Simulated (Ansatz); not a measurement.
# CH4NPSi: the cost of one run

Method: RKS r2SCAN-D4/STO-3G, in Ansatz 0.2.0.

### 1 The starting structure

Bond lengths: N1–C2 1.221 Å, C2–Si3 1.900 Å, Si3–P4 2.148 Å, Si3–H5 1.505 Å, Si3–H6 1.487 Å, P4–H7 1.386 Å, P4–H8 1.432 Å. Angles: N1–C2–Si3 178.2°, C2–Si3–P4 109.4°, C2–Si3–H5 110.4°, C2–Si3–H6 111.6°, P4–Si3–H5 106.2°, P4–Si3–H6 110.7°, H5–Si3–H6 108.5°, Si3–P4–H7 100.5°, Si3–P4–H8 96.9°, H7–P4–H8 95.9°.

Coordinates:

```xyz
8

N     2.1105   -0.6217    2.1592
C     1.3130   -0.1214    1.3818
Si    0.0939    0.6226    0.1287
P    -1.3135   -0.8823   -0.4794
H     0.8197    1.0471   -1.1191
H    -0.6118    1.8060    0.6890
H    -0.4838   -1.7256   -1.2023
H    -1.8359   -0.1819   -1.6137
```

### 2 End point A

input.yaml

```yaml
crystal:
  periodic: [false, false, false]
  atoms:
    - { symbol: "N", position_ang: [2.1105, -0.6217, 2.1592] }
    - { symbol: C, position_ang: [1.313, -0.1214, 1.3818] }
    - { symbol: Si, position_ang: [0.0939, 0.6226, 0.1287] }
    - { symbol: P, position_ang: [-1.3135, -0.8823, -0.4794] }
    - { symbol: H, position_ang: [0.8197, 1.0471, -1.1191] }
    - { symbol: H, position_ang: [-0.6118, 1.806, 0.689] }
    - { symbol: H, position_ang: [-0.4838, -1.7256, -1.2023] }
    - { symbol: H, position_ang: [-1.8359, -0.1819, -1.6137] }
basis:
  gaussian: { orbitals: STO-3G }
hamiltonian:
  xc: r2scan
  dispersion: d4
relax:
  f_tol: 0.02
  max_steps: 50
```

Run with:

```sh
> ansatz run input.yaml --threads 1 --pin off --max-ram 2048MiB --backend cpu --events-out ev --progress --plain --runs-dir out
```

What time and memory should one allow on 1 thread of AMD EPYC 9R45 (Zen 5), shared host?

About 6.2 s, with a peak of 0.19 GiB.
